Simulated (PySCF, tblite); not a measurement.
# CH5FN2Si2: dynamics, then NMR shifts on frames

Aim: move CH5FN2Si2 (`N#C[Si@H](F)[SiH2]N`) away from its starting geometry and see how NMR shifts follow the geometry.

Computed with tblite 0.8.0 and PySCF 2.14.0, with density-fitted response routines of our own, on a single molecule in the gas phase. Atoms are numbered from 0 throughout.

**1. The starting structure**

11 atoms, charge 0, multiplicity 1; geometry from: GFN2-xTB.

Bonds of the start (Å): N0–C1 1.15, C1–Si2 1.87, Si2–F3 1.62, Si2–Si4 2.30, Si4–N5 1.72, Si2–H6 1.46, Si4–H7 1.47, Si4–H8 1.48, N5–H9 1.01, N5–H10 1.01.

**2. Dynamics with GFN2-xTB**

Job settings and geometry (Å):

```
{"job": {"kind": "md", "xc": "GFN2-xTB", "basis": "xTB", "temperature": 400, "steps": 2000, "every": 50, "frames": 5}, "charge": 0, "multiplicity": 1}
N     -2.031690     2.459072    -0.354238
C     -1.809659     1.335030    -0.325875
Si    -1.296172    -0.464732    -0.261004
F     -2.335333    -1.119398     0.792533
Si     0.840218    -0.709413     0.559404
N      1.785353     0.377286    -0.383147
H     -1.750921    -1.009776    -1.537018
H      1.411176    -2.029075     0.270749
H      0.908165    -0.509651     2.020624
H      2.788870     0.337994    -0.310590
H      1.495417     1.335335    -0.497403
```

Method: GFN2-xTB Langevin dynamics, gas phase.

On the command line:

```console
> OMP_NUM_THREADS=1 python probes_run.py task.json out
```

This one command runs all jobs of the session in turn.

Standard output:

```text
t/fs     T/K      E/eV
    0.0   350.9   -510.07991
   25.0   290.3   -509.89858
   50.0   174.9   -509.49245
   75.0   213.7   -509.61418
  100.0   309.4   -509.81351
  125.0   176.7   -509.59185
  150.0   435.4   -509.76131
  175.0   416.8   -509.79164
  200.0   313.5   -509.60438
  225.0   327.2   -509.49609
  250.0   531.2   -509.61661
  275.0   521.4   -509.67880
  300.0   562.7   -509.49057
  325.0   615.7   -509.54175
  350.0   637.1   -509.58897
  375.0   634.0   -509.60772
  400.0   616.0   -509.48531
  425.0   538.4   -509.54348
  450.0   405.3   -509.58255
  475.0   514.6   -509.58322
  500.0   457.1   -509.64819
  525.0   546.2   -509.61337
  550.0   420.9   -509.48971
  575.0   364.9   -509.44824
  600.0   351.7   -509.32645
  625.0   379.7   -509.55047
  650.0   439.6   -509.60430
  675.0   525.2   -509.73937
  700.0   308.3   -509.46731
  725.0   278.8   -509.65811
  750.0   474.7   -509.77876
  775.0   502.1   -509.72092
  800.0   432.7   -509.61923
  825.0   460.3   -509.57306
  850.0   395.5   -509.57408
  875.0   539.3   -509.66030
  900.0   425.6   -509.46191
  925.0   378.9   -509.67933
  950.0   273.2   -509.58108
  975.0   407.1   -509.64997
 1000.0   372.2   -509.47543
```

Wall time 17 s (1 thread of Arm Neoverse N1, shared host); peak memory 0.17 GiB.

Distance from the start (root mean square after alignment): 0 fs 0.00 Å, 200 fs 0.32 Å, 400 fs 0.80 Å, 600 fs 1.23 Å, 800 fs 0.56 Å, 1000 fs 0.74 Å.

Positions (Å) and forces (eV/Å) at 1000 fs:

```xyz
11

N    -2.454    1.551   -1.220    0.186   -3.196    1.478
C    -2.295    0.477   -0.759   -0.619    4.558   -1.990
Si   -1.462   -1.055   -0.303    0.696   -2.990    0.123
F    -2.366   -1.647    0.928    0.352    0.261   -0.240
Si    0.861   -1.106    0.091   -0.219    1.421    1.153
N     1.605   -1.630   -1.331   -0.639   -0.421   -2.025
H    -1.765   -2.131   -1.375   -0.022    0.896    0.599
H     1.592   -1.893    1.157   -0.601    0.316   -0.481
H     1.192    0.389    0.371   -0.103   -0.844   -0.026
H     2.583   -1.598   -1.401    1.413   -0.045    0.370
H     1.317   -1.553   -2.318   -0.445    0.046    1.040
```

**3. Nuclear shieldings: 250 fs, PBE0/pcSseg-1**

Job settings and geometry (Å):

```
{"job": {"kind": "nmr", "xc": "PBE0", "basis": "pcSseg-1", "pop": false}, "charge": 0, "multiplicity": 1}
N     -2.031300     2.107900    -0.847200
C     -2.002800     0.987900    -0.543100
Si    -1.600700    -0.915700    -0.163200
F     -2.538800    -1.386800     1.076000
Si     0.552700    -1.107900     0.642700
N      1.316200     0.002500    -0.487100
H     -2.111900    -1.742200    -1.269800
H      1.187800    -2.548800     0.532900
H      0.684100    -0.775500     2.154300
H      2.190200     0.483200    -0.306500
H      0.841200     0.249800    -1.352200
```

Method: GIAO PBE0/pcSseg-1 NMR shielding, non-relativistic, gas phase.

Standard output:

```text
coarse grid: 10648 points
cycle   1  E = -828.7884478276  dE =  3.092e-01  |g| = 7.439e-01  |ddm| = 3.041e+00
cycle   2  E = -828.5259459582  dE =  2.625e-01  |g| = 1.376e+00  |ddm| = 1.518e+00
cycle   3  E = -828.8891832451  dE = -3.632e-01  |g| = 2.293e-01  |ddm| = 1.012e+00
cycle   4  E = -828.8992326837  dE = -1.005e-02  |g| = 7.252e-02  |ddm| = 1.544e-01
cycle   5  E = -828.9003011424  dE = -1.068e-03  |g| = 1.508e-02  |ddm| = 5.468e-02
cycle   6  E = -828.9003454567  dE = -4.431e-05  |g| = 3.380e-03  |ddm| = 1.462e-02
cycle   7  E = -828.9003477556  dE = -2.299e-06  |g| = 1.390e-03  |ddm| = 4.244e-03
final grid: 95512 points
cycle   8  E = -828.9356826744  dE = -1.241e-05  |g| = 7.501e-03  |ddm| = 1.416e-02
cycle   9  E = -828.9356677292  dE =  1.495e-05  |g| = 1.126e-02  |ddm| = 1.448e-02
cycle  10  E = -828.9356939758  dE = -2.625e-05  |g| = 1.303e-03  |ddm| = 8.736e-03
cycle  11  E = -828.9356942795  dE = -3.037e-07  |g| = 5.770e-04  |ddm| = 9.694e-04
cycle  12  E = -828.9356943489  dE = -6.933e-08  |g| = 7.158e-05  |ddm| = 3.521e-04
cycle  13  E = -828.9356943499  dE = -1.025e-09  |g| = 2.642e-05  |ddm| = 7.462e-05
cycle  14  E = -828.9356943500  dE = -1.110e-10  |g| = 8.749e-06  |ddm| = 2.362e-05
converged SCF energy = -828.9356943500

GIAO shielding tensors (ppm)
atom      isotropic    diamagn.    paramagn.     s11        s22        s33       span
  0 N     -102.691     336.430    -439.121   -303.228   -295.171    290.326    593.553
  1 C       59.023     266.388    -207.366    -54.877    -53.176    285.120    339.997
  2 Si     349.898     876.134    -526.236    266.765    371.106    411.821    145.056
  3 F      384.189     465.580     -81.392    323.614    360.890    468.062    144.448
  4 Si     399.874     878.838    -478.964    329.201    408.789    461.633    132.432
  5 N      264.674     322.881     -58.207    227.508    261.030    305.486     77.978
  6 H       25.671      26.995      -1.325     22.817     24.014     30.181      7.364
  7 H       25.229      26.486      -1.256     21.740     23.541     30.408      8.668
  8 H       25.245      27.811      -2.566     22.816     23.557     29.363      6.547
  9 H       30.964      31.657      -0.693     23.173     26.382     43.337     20.163
 10 H       31.034      34.258      -3.224     23.737     28.214     41.151     17.414
```

Wall time 18 s (1 thread of Arm Neoverse N1, shared host); peak memory 0.68 GiB.

The references, computed at this level on geometries of the same kind, shield at (ppm): 1H TMS 31.72, 13C TMS 186.9, 29Si TMS 349.2, 19F CFCl3 170.9, 15N NH3 267.7. Their shielding less the atom's gives the shift. The references are single molecules in the gas phase, so shifts against H2O, NH3, PH3, H3PO4 or CFCl3 are not on the usual liquid scales and can be off by tens of ppm. Each atom is listed at this fixed geometry, with no averaging over motion; a spectrum would average atoms that exchange fast.

| atoms | environment | σ (ppm) | δ (ppm) |
| --- | --- | --- | --- |
| C1 | nitrile carbon | 59.0 | 127.9 |
| H7 | hydrogen on a silicon bonded to N, Si | 25.23 | 6.49 |
| H8 | hydrogen on a silicon bonded to N, Si | 25.25 | 6.47 |
| H6 | hydrogen on a silicon bonded to C, F, Si | 25.67 | 6.05 |
| H9 | hydrogen on a nitrogen bonded to Si | 30.96 | 0.75 |
| H10 | hydrogen on a nitrogen bonded to Si | 31.03 | 0.68 |
| N0 | nitrile nitrogen | -102.7 | 370.4 |
| N5 | nitrogen bonded to Si, 2 H | 264.7 | 3.1 |
| Si2 | silicon bonded to C, F, Si, H | 349.9 | -0.7 |
| Si4 | silicon bonded to N, Si, 2 H | 399.9 | -50.7 |
| F3 | fluorine bonded to Si | 384.2 | -213.2 |

**4. NMR shieldings: 425 fs, PBE0/pcSseg-1**

Job settings and geometry (Å):

```
{"job": {"kind": "nmr", "xc": "PBE0", "basis": "pcSseg-1", "pop": false}, "charge": 0, "multiplicity": 1}
N     -2.257400     1.662100    -1.230400
C     -1.896300     0.641000    -0.785000
Si    -1.358100    -0.904400     0.130700
F     -2.173600    -1.214500     1.548400
Si     0.766100    -1.571100     0.839400
N      1.564100    -1.684300    -0.645100
H     -2.079500    -1.949600    -0.662900
H      0.865600    -2.838900     1.709700
H      1.310500    -0.389100     1.547200
H      0.902300    -2.047900    -1.327600
H      2.495800    -2.064200    -0.839700
```

With the program's defaults for keys left out, this is: GIAO PBE0/pcSseg-1 NMR shielding, non-relativistic, gas phase.

Standard output:

```text
coarse grid: 10648 points
cycle   1  E = -828.7792755343  dE =  3.986e-01  |g| = 7.454e-01  |ddm| = 3.058e+00
cycle   2  E = -828.5184386697  dE =  2.608e-01  |g| = 1.387e+00  |ddm| = 1.565e+00
cycle   3  E = -828.8785182144  dE = -3.601e-01  |g| = 2.419e-01  |ddm| = 1.044e+00
cycle   4  E = -828.8894813366  dE = -1.096e-02  |g| = 8.280e-02  |ddm| = 1.679e-01
cycle   5  E = -828.8908850891  dE = -1.404e-03  |g| = 1.961e-02  |ddm| = 5.913e-02
cycle   6  E = -828.8909504626  dE = -6.537e-05  |g| = 5.563e-03  |ddm| = 1.867e-02
cycle   7  E = -828.8909567512  dE = -6.289e-06  |g| = 1.219e-03  |ddm| = 5.909e-03
final grid: 95512 points
cycle   8  E = -828.9262156865  dE = -1.285e-05  |g| = 6.841e-03  |ddm| = 1.442e-02
cycle   9  E = -828.9262029713  dE =  1.272e-05  |g| = 1.033e-02  |ddm| = 1.363e-02
cycle  10  E = -828.9262244950  dE = -2.152e-05  |g| = 1.899e-03  |ddm| = 8.313e-03
cycle  11  E = -828.9262252396  dE = -7.446e-07  |g| = 4.970e-04  |ddm| = 1.216e-03
cycle  12  E = -828.9262252901  dE = -5.050e-08  |g| = 7.191e-05  |ddm| = 3.561e-04
cycle  13  E = -828.9262252910  dE = -8.808e-10  |g| = 3.152e-05  |ddm| = 6.983e-05
converged SCF energy = -828.9262252910

GIAO shielding tensors (ppm)
atom      isotropic    diamagn.    paramagn.     s11        s22        s33       span
  0 N     -127.602     335.554    -463.157   -330.629   -319.632    267.454    598.084
  1 C       58.474     263.679    -205.205    -58.097    -55.430    288.950    347.046
  2 Si     361.290     875.810    -514.520    262.078    360.470    461.324    199.246
  3 F      380.795     468.242     -87.448    275.642    367.971    498.771    223.128
  4 Si     397.580     879.521    -481.941    352.302    367.556    472.883    120.581
  5 N      262.887     317.061     -54.174    241.321    248.350    298.990     57.669
  6 H       25.678      26.654      -0.976     23.431     24.154     29.449      6.019
  7 H       25.329      26.772      -1.443     21.748     23.752     30.487      8.739
  8 H       26.197      29.754      -3.557     23.779     24.461     30.353      6.574
  9 H       31.528      31.241       0.287     23.053     30.373     41.157     18.104
 10 H       30.782      28.291       2.491     23.621     26.027     42.700     19.079
```

It took 17 s on 1 thread of Arm Neoverse N1, shared host; peak memory 0.7 GiB.

In short: δ C1 128.5, N0 395.3, N5 4.8, Si2 -12.1, H7 6.39, H6 6.04 ppm.

**5. NMR shieldings: 625 fs, PBE0/pcSseg-1**

Job settings and geometry (Å):

```
{"job": {"kind": "nmr", "xc": "PBE0", "basis": "pcSseg-1", "pop": false}, "charge": 0, "multiplicity": 1}
N     -0.840200     1.606600    -0.906300
C     -1.017200     0.474800    -0.669600
Si    -1.236700    -1.318300    -0.021100
F     -2.261800    -1.219800     1.154400
Si     0.899300    -1.647300     0.948800
N      1.875700    -2.851600     0.084200
H     -2.125900    -2.017900    -1.014000
H      0.747900    -2.225300     2.290300
H      1.567000    -0.263200     0.965400
H      1.629300    -3.247400    -0.838800
H      2.794000    -3.123400     0.186900
```

Method: GIAO PBE0/pcSseg-1 NMR shielding, non-relativistic, gas phase.

Standard output:

```text
coarse grid: 10648 points
cycle   1  E = -828.7809995026  dE =  3.911e-01  |g| = 7.435e-01  |ddm| = 3.062e+00
cycle   2  E = -828.5395643857  dE =  2.414e-01  |g| = 1.333e+00  |ddm| = 1.577e+00
cycle   3  E = -828.8788999386  dE = -3.393e-01  |g| = 2.513e-01  |ddm| = 1.047e+00
cycle   4  E = -828.8914013589  dE = -1.250e-02  |g| = 6.668e-02  |ddm| = 1.625e-01
cycle   5  E = -828.8923033602  dE = -9.020e-04  |g| = 1.488e-02  |ddm| = 5.496e-02
cycle   6  E = -828.8923515593  dE = -4.820e-05  |g| = 2.655e-03  |ddm| = 1.564e-02
cycle   7  E = -828.8923528937  dE = -1.334e-06  |g| = 1.246e-03  |ddm| = 3.643e-03
final grid: 95512 points
cycle   8  E = -828.9289047259  dE = -1.591e-05  |g| = 7.045e-03  |ddm| = 1.420e-02
cycle   9  E = -828.9288923255  dE =  1.240e-05  |g| = 1.044e-02  |ddm| = 1.372e-02
cycle  10  E = -828.9289142306  dE = -2.191e-05  |g| = 1.787e-03  |ddm| = 8.157e-03
cycle  11  E = -828.9289148830  dE = -6.524e-07  |g| = 5.266e-04  |ddm| = 1.172e-03
cycle  12  E = -828.9289149397  dE = -5.671e-08  |g| = 7.301e-05  |ddm| = 3.772e-04
cycle  13  E = -828.9289149410  dE = -1.256e-09  |g| = 1.732e-05  |ddm| = 7.913e-05
cycle  14  E = -828.9289149410  dE = -6.617e-11  |g| = 5.386e-06  |ddm| = 1.898e-05
converged SCF energy = -828.9289149410

GIAO shielding tensors (ppm)
atom      isotropic    diamagn.    paramagn.     s11        s22        s33       span
  0 N     -112.552     337.114    -449.666   -309.328   -295.723    267.395    576.723
  1 C       52.957     265.918    -212.961    -66.290    -62.723    287.884    354.174
  2 Si     368.793     877.161    -508.368    267.923    391.501    446.955    179.032
  3 F      385.809     466.072     -80.263    343.170    350.494    463.762    120.593
  4 Si     385.300     877.669    -492.369    355.111    376.764    424.024     68.913
  5 N      281.362     312.217     -30.855    241.246    262.194    340.645     99.398
  6 H       25.362      26.569      -1.206     22.383     23.781     29.924      7.540
  7 H       26.045      28.040      -1.994     22.312     25.118     30.706      8.393
  8 H       25.196      29.828      -4.632     22.285     23.899     29.402      7.117
  9 H       31.568      29.640       1.928     23.207     28.412     43.084     19.877
 10 H       33.283      29.907       3.376     24.904     27.912     47.034     22.129
```

It took 17 s on 1 thread of Arm Neoverse N1, shared host; peak memory 0.7 GiB.

This run: δ C1 134.0, N0 380.3, N5 -13.6, Si2 -19.6, H8 6.52, H6 6.35 ppm.

**6. NMR shieldings: 800 fs, PBE0/pcSseg-1**

Job settings and geometry (Å):

```
{"job": {"kind": "nmr", "xc": "PBE0", "basis": "pcSseg-1", "pop": false}, "charge": 0, "multiplicity": 1}
N     -1.564100     1.923900    -0.806700
C     -1.551800     0.753400    -0.634000
Si    -1.400400    -1.136500    -0.416900
F     -2.597200    -1.208800     0.703100
Si     0.539300    -1.566100     0.705000
N      1.894000    -1.821600    -0.447400
H     -1.915200    -1.820300    -1.564700
H      0.409700    -2.949700     1.147100
H      0.953500    -0.741700     1.783100
H      2.723500    -1.271900    -0.248300
H      1.705800    -1.718400    -1.464900
```

Level: GIAO PBE0/pcSseg-1 NMR shielding, non-relativistic, gas phase.

Standard output:

```text
coarse grid: 10648 points
cycle   1  E = -828.7785672588  dE =  3.644e-01  |g| = 7.457e-01  |ddm| = 3.057e+00
cycle   2  E = -828.5140791195  dE =  2.645e-01  |g| = 1.382e+00  |ddm| = 1.677e+00
cycle   3  E = -828.8800286687  dE = -3.659e-01  |g| = 2.435e-01  |ddm| = 1.110e+00
cycle   4  E = -828.8913610177  dE = -1.133e-02  |g| = 8.070e-02  |ddm| = 1.679e-01
cycle   5  E = -828.8927030786  dE = -1.342e-03  |g| = 1.500e-02  |ddm| = 5.840e-02
cycle   6  E = -828.8927471873  dE = -4.411e-05  |g| = 3.907e-03  |ddm| = 1.526e-02
cycle   7  E = -828.8927501636  dE = -2.976e-06  |g| = 1.491e-03  |ddm| = 4.680e-03
final grid: 95512 points
cycle   8  E = -828.9272800103  dE = -1.205e-05  |g| = 7.646e-03  |ddm| = 1.568e-02
cycle   9  E = -828.9272621108  dE =  1.790e-05  |g| = 1.196e-02  |ddm| = 1.583e-02
cycle  10  E = -828.9272915147  dE = -2.940e-05  |g| = 1.972e-03  |ddm| = 9.687e-03
cycle  11  E = -828.9272923266  dE = -8.120e-07  |g| = 5.299e-04  |ddm| = 1.286e-03
cycle  12  E = -828.9272923843  dE = -5.767e-08  |g| = 7.209e-05  |ddm| = 3.778e-04
cycle  13  E = -828.9272923855  dE = -1.148e-09  |g| = 2.529e-05  |ddm| = 8.741e-05
cycle  14  E = -828.9272923856  dE = -1.050e-10  |g| = 9.549e-06  |ddm| = 2.599e-05
converged SCF energy = -828.9272923856

GIAO shielding tensors (ppm)
atom      isotropic    diamagn.    paramagn.     s11        s22        s33       span
  0 N     -117.347     336.687    -454.034   -326.229   -302.927    277.115    603.344
  1 C       51.472     264.950    -213.478    -69.903    -64.038    288.358    358.261
  2 Si     360.088     877.165    -517.077    260.457    399.269    420.539    160.083
  3 F      401.479     466.236     -64.757    368.548    376.346    459.545     90.997
  4 Si     399.616     878.964    -479.348    347.884    382.873    468.091    120.207
  5 N      284.399     318.625     -34.226    237.122    267.849    348.226    111.104
  6 H       26.294      27.658      -1.365     23.424     24.472     30.986      7.562
  7 H       26.485      27.856      -1.370     21.837     25.871     31.747      9.910
  8 H       26.933      30.313      -3.380     24.264     25.235     31.301      7.036
  9 H       32.011      31.280       0.731     24.230     27.522     44.282     20.051
 10 H       31.741      31.210       0.531     23.984     28.597     42.641     18.657
```

It took 17 s on 1 thread of Arm Neoverse N1, shared host; peak memory 0.7 GiB.

In short: δ C1 135.5, N0 385.1, N5 -16.7, Si2 -10.9, H6 5.42, H7 5.23 ppm.

**7. Nuclear shieldings: 1000 fs, PBE0/pcSseg-1**

Job settings and geometry (Å):

```
{"job": {"kind": "nmr", "xc": "PBE0", "basis": "pcSseg-1", "pop": false}, "charge": 0, "multiplicity": 1}
N     -2.453900     1.551100    -1.220200
C     -2.295300     0.476600    -0.758600
Si    -1.462300    -1.055200    -0.303400
F     -2.365900    -1.647500     0.927700
Si     0.860600    -1.105700     0.090600
N      1.605300    -1.630300    -1.330800
H     -1.765100    -2.131200    -1.374600
H      1.592300    -1.893400     1.156500
H      1.191600     0.389000     0.371300
H      2.582900    -1.597900    -1.400600
H      1.317300    -1.552700    -2.318000
```

With the program's defaults for keys left out, this is: GIAO PBE0/pcSseg-1 NMR shielding, non-relativistic, gas phase.

Standard output:

```text
coarse grid: 10648 points
cycle   1  E = -828.7889929928  dE =  4.139e-01  |g| = 7.264e-01  |ddm| = 3.060e+00
cycle   2  E = -828.5746952624  dE =  2.143e-01  |g| = 1.292e+00  |ddm| = 1.470e+00
cycle   3  E = -828.8805572100  dE = -3.059e-01  |g| = 2.407e-01  |ddm| = 9.799e-01
cycle   4  E = -828.8914700316  dE = -1.091e-02  |g| = 8.240e-02  |ddm| = 1.594e-01
cycle   5  E = -828.8928910192  dE = -1.421e-03  |g| = 1.731e-02  |ddm| = 6.063e-02
cycle   6  E = -828.8929429942  dE = -5.198e-05  |g| = 4.949e-03  |ddm| = 1.684e-02
cycle   7  E = -828.8929479447  dE = -4.951e-06  |g| = 1.199e-03  |ddm| = 5.037e-03
final grid: 95512 points
cycle   8  E = -828.9284446850  dE = -1.335e-05  |g| = 6.614e-03  |ddm| = 1.443e-02
cycle   9  E = -828.9284333618  dE =  1.132e-05  |g| = 9.861e-03  |ddm| = 1.170e-02
cycle  10  E = -828.9284525864  dE = -1.922e-05  |g| = 2.168e-03  |ddm| = 7.137e-03
cycle  11  E = -828.9284535833  dE = -9.969e-07  |g| = 4.879e-04  |ddm| = 1.335e-03
cycle  12  E = -828.9284536326  dE = -4.935e-08  |g| = 6.955e-05  |ddm| = 3.587e-04
cycle  13  E = -828.9284536338  dE = -1.123e-09  |g| = 2.077e-05  |ddm| = 7.901e-05
cycle  14  E = -828.9284536338  dE = -6.798e-11  |g| = 8.913e-06  |ddm| = 2.077e-05
converged SCF energy = -828.9284536338

GIAO shielding tensors (ppm)
atom      isotropic    diamagn.    paramagn.     s11        s22        s33       span
  0 N     -146.126     334.475    -480.600   -362.172   -341.161    264.956    627.128
  1 C       51.966     266.551    -214.585    -69.282    -64.453    289.632    358.914
  2 Si     357.596     876.454    -518.858    252.831    378.536    441.421    188.590
  3 F      396.722     467.225     -70.503    345.519    385.333    459.313    113.794
  4 Si     408.962     879.784    -470.821    363.174    373.962    489.751    126.577
  5 N      270.556     314.308     -43.752    233.965    257.334    320.369     86.404
  6 H       25.135      26.061      -0.926     22.764     24.024     28.617      5.853
  7 H       25.613      28.371      -2.757     21.992     24.266     30.582      8.589
  8 H       25.628      30.918      -5.289     22.533     24.066     30.286      7.752
  9 H       32.803      30.470       2.333     24.108     28.761     45.538     21.430
 10 H       31.078      30.316       0.762     23.316     27.859     42.059     18.743
```

It took 17 s on 1 thread of Arm Neoverse N1, shared host; peak memory 0.7 GiB.

In short: δ C1 135.0, N0 413.9, N5 -2.8, Si2 -8.4, H6 6.58, H7 6.10 ppm.

**8. Side by side: NMR shifts**

Shifts (ppm) of some atoms, chosen among heavy atoms and hydrogens apart, with basis size and wall time:

| frame | H9 | H10 | N0 | N5 | Si2 | Si4 | F3 | functions | time |
| --- | --- | --- | --- | --- | --- | --- | --- | --- | --- |
| 250 fs | 0.75 | 0.68 | 370.4 | 3.1 | -0.7 | -50.7 | -213.2 | 141 | 18 s |
| 425 fs | 0.19 | 0.93 | 395.3 | 4.8 | -12.1 | -48.4 | -209.8 | 141 | 17 s |
| 625 fs | 0.15 | -1.57 | 380.3 | -13.6 | -19.6 | -36.1 | -214.9 | 141 | 17 s |
| 800 fs | -0.29 | -0.02 | 385.1 | -16.7 | -10.9 | -50.5 | -230.5 | 141 | 17 s |
| 1000 fs | -1.09 | 0.64 | 413.9 | -2.8 | -8.4 | -59.8 | -225.8 | 141 | 17 s |

**9. Outcome**

| quantity | value |
| --- | --- |
| thermostat | 400 K |
| mean temperature, second half | 416 K |
| mean potential energy above the minimum | 0.49 eV |
| 13C shifts against TMS (PBE0/pcSseg-1, 250 fs) | 127.9 ppm |
| 1H shifts against TMS (PBE0/pcSseg-1, 250 fs) | 6.49, 6.47, 6.05, 0.75, 0.68 ppm |
| 15N shifts against NH3 (PBE0/pcSseg-1, 250 fs) | 370.4, 3.1 ppm |
| 29Si shifts against TMS (PBE0/pcSseg-1, 250 fs) | -0.7, -50.7 ppm |
| 19F shifts against CFCl3 (PBE0/pcSseg-1, 250 fs) | -213.2 ppm |
| range of the shift of N0 | 370.4 to 413.9 ppm |

In words: In the second half the potential energy averages 0.49 eV above the minimum; equipartition over 27 harmonic modes at 400 K would give 0.47 eV. With 11 atoms the temperature swings widely (175 to 637 K). Shifts at one fixed geometry are not the observed spectrum, which averages over the motion. In the first frame run (250 fs): The widest tensor belongs to N0: span 594 ppm, with a paramagnetic part of -439 ppm. In ppm, N0 moves most: its shift spreads over 43.4 ppm, from 370.4 (250 fs) to 413.9 (1000 fs).
